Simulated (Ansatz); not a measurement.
# Si2AsH7S: one species, many methods

How much do the methods differ for Si2AsH7S? The plan is to run it at one geometry with functionals of several rungs and with coupled cluster, and see how far each lands from CCSD(T) at the basis-set limit for the atomisation energy.

Method: functionals in def2-TZVPP, the program's frozen cores in correlated methods; program: Ansatz 0.2.0, Gaussian basis.

Levels to be run: PBE-D4, r2SCAN-D4, PBE0-D4, B3LYP-D4, ωB97X-V, ωB97M-V, B2PLYP; CCSD(T)/def2-TZVPP; MP2/def2-QZVPP; extrapolation to the limit.

## (1) The geometry

The geometry comes from an earlier relaxation with PBE0-D4 in a triple-zeta def2 set; it is a stationary point, not always the lowest conformer.

SMILES `[SiH3]S[AsH][SiH3]`, 11 atoms, charge 0, spin multiplicity 1.

Atoms are counted from 1 here; the program's logs count them from 0.

Bond lengths: Si1–S2 2.134 Å, Si1–H5 1.485 Å, Si1–H6 1.485 Å, Si1–H7 1.485 Å, S2–As3 2.261 Å, As3–Si4 2.368 Å, As3–H8 1.525 Å, Si4–H9 1.484 Å, Si4–H10 1.484 Å, Si4–H11 1.488 Å. Angles: S2–Si1–H5 111.0°, S2–Si1–H6 106.0°, S2–Si1–H7 111.1°, H5–Si1–H6 109.9°, H5–Si1–H7 108.8°, H6–Si1–H7 110.1°, Si1–S2–As3 96.0°, S2–As3–Si4 93.3°, S2–As3–H8 95.4°, Si4–As3–H8 93.4°, As3–Si4–H9 111.3°, As3–Si4–H10 107.1°, As3–Si4–H11 108.8°, H9–Si4–H10 110.0°, H9–Si4–H11 109.9°, H10–Si4–H11 109.6°.

## (2) PBE-D4 (GGA)

File in.yaml:

```yaml
crystal:
  periodic: [false, false, false]
  atoms:
    - {symbol: Si, position_ang: [0.311562, 2.503355, 0.082838]}
    - {symbol: S, position_ang: [-0.305357, 0.733572, 1.102956]}
    - {symbol: As, position_ang: [1.033412, -0.678754, -0.047346]}
    - {symbol: Si, position_ang: [-0.698952, -2.255038, -0.398323]}
    - {symbol: H, position_ang: [0.054012, 2.394861, -1.376086]}
    - {symbol: H, position_ang: [-0.496795, 3.608548, 0.656895]}
    - {symbol: H, position_ang: [1.757902, 2.765726, 0.294684]}
    - {symbol: H, position_ang: [1.567265, -1.404825, 1.182437]}
    - {symbol: H, position_ang: [-1.458355, -2.510231, 0.851088]}
    - {symbol: H, position_ang: [-1.598863, -1.690386, -1.434293]}
    - {symbol: H, position_ang: [-0.100432, -3.523927, -0.894151]}
basis:
  gaussian: {orbitals: def2-TZVPP}
hamiltonian: {xc: pbe, dispersion: d4}
output: {forces: true, orbitals: {seedname: orbitals}}
```

Started as:

```bash
$ ansatz run in.yaml --threads 4 --pin off --events-out ev --progress --plain --max-ram 10444MiB
```

Further steps of the session: r2SCAN-D4 (meta-GGA); PBE0-D4 (hybrid); B3LYP-D4 (hybrid); ωB97X-V (range-separated); ωB97M-V (range-separated); B2PLYP (double hybrid); CCSD(T) in def2-TZVPP; MP2 in def2-QZVPP.

Before running them: what should the planned runs give, taken together? Wanted: atomisation energy, CCSD(T)/CBS; farthest; mean size of error, hybrid; mean size of error, range-separated; gap, smallest and largest; T1 diagnostic; triples share of the correlation energy.

As calculated:

| quantity | value |
| --- | --- |
| atomisation energy, CCSD(T)/CBS | 737.7 kcal/mol |
| functionals within 7.4 kcal/mol (1.0 %) | PBE-D4, r2SCAN-D4, B3LYP-D4, ωB97M-V |
| farthest | B2PLYP (-14.8 kcal/mol) |
| mean size of error, hybrid | 4.9 kcal/mol |
| mean size of error, range-separated | 5.0 kcal/mol |
| gap, smallest and largest | 4.04 eV (PBE-D4), 10.31 eV (ωB97X-V) |
| T1 diagnostic | 0.0118 |
| triples share of the correlation energy | 3.9 % |

What this shows: PBE-D4 misses by -5.1 kcal/mol. Double hybrids carry the basis error of their MP2 part in triple zeta, and no dispersion term here, so their miss is partly the set-up's. Misses under about 7.4 kcal/mol are within the doubt on the reference itself, which lacks core-valence correlation, relativity and higher excitations, and its outer-core shells are covered unevenly. Hartree-Fock recovers 72 % of the binding; the rest is correlation. Orbital gaps span 4.0 to 10.3 eV; exact exchange widens them. Correlated methods include outer-core shells of As, which these sets cover unevenly.
